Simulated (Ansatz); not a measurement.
The same path of a periodic cell of 17 atoms, SiW₈C₈ (surface WC(001), adsorbate Si) was run twice with different band settings. Lost on the way: W11–Si17, C16–Si17. Made: C12–Si17, W15–Si17.

Theory: DFT PBEsol, scalar-relativistic, plane waves, PAW (Ansatz). Settings: PAW set soft_1, cutoff 420 eV, k mesh 4x4x1, gaussian smearing 0.05 eV, no spin polarisation.

Relaxed end points:

```xyz
17
Lattice="5.7948 0.0000 0.0000 -2.8974 5.0184 0.0000 0.0000 0.0000 17.2443" Properties=species:S:1:pos:R:3
W 0.000 0.000 1.000
C 1.449 0.847 2.320
W 0.002 -0.001 3.794
C 1.451 0.815 5.091
W -1.449 2.509 1.000
C 0.010 3.340 2.320
W -1.446 2.508 3.794
C -0.016 3.355 5.091
W 2.897 0.000 1.000
C 4.347 0.836 2.289
W 2.900 -0.001 3.794
C 4.349 0.835 4.891
W 1.449 2.509 1.000
C 2.889 3.340 2.320
W 1.451 2.508 3.898
C 2.918 3.355 5.091
Si -1.446 4.181 5.983
```

```xyz
17
Lattice="5.7948 0.0000 0.0000 -2.8974 5.0184 0.0000 0.0000 0.0000 17.2443" Properties=species:S:1:pos:R:3
W 0.000 0.000 1.000
C 1.459 0.831 2.320
W 0.002 -0.001 3.794
C 1.433 0.846 5.091
W -1.449 2.509 1.000
C 0.001 3.356 2.320
W -1.446 2.508 3.794
C 0.002 3.324 5.091
W 2.897 0.000 1.000
C 4.337 0.831 2.320
W 2.900 -0.001 3.898
C 4.366 0.846 5.091
W 1.449 2.509 1.000
C 2.898 3.345 2.289
W 1.451 2.508 3.794
C 2.900 3.345 4.891
Si -2.895 6.690 5.983
```

Common settings: climbing image yes; spring 5.0 eV/Å²; optimiser quadratic models (default); force threshold 0.05 eV/Å; end points relaxed; atoms held 1, 5, 9, 13.

| run | movable images | start path | iteration limit |
| --- | --- | --- | --- |
| 1 | 5 | IDPP | 27 |
| 2 | 1 | default | 50 |

(1) What does each run give, and how far can it be trusted?

Answers

(1) Run 1: converged after 11 iterations, highest image 0.976 eV above the first end. The profile has 2 maxima (images 2, 5) with wells between them (image 3): this band takes more than one step, which may be the mechanism or a detour left from its start path. By the program's own check the climbing image is a first-order saddle point (lowest curvatures found: -4.35 and 1.98 eV/Å²).
Run 2: converged after 23 iterations, highest image 0.976 eV above the first end. The order of the stationary point at the top wasn't checked. So few images can step over the top or miss a turn of the path.
Limits of this set-up: coarse k mesh, thin slab, slab without dipole correction, PAW files made for another functional.
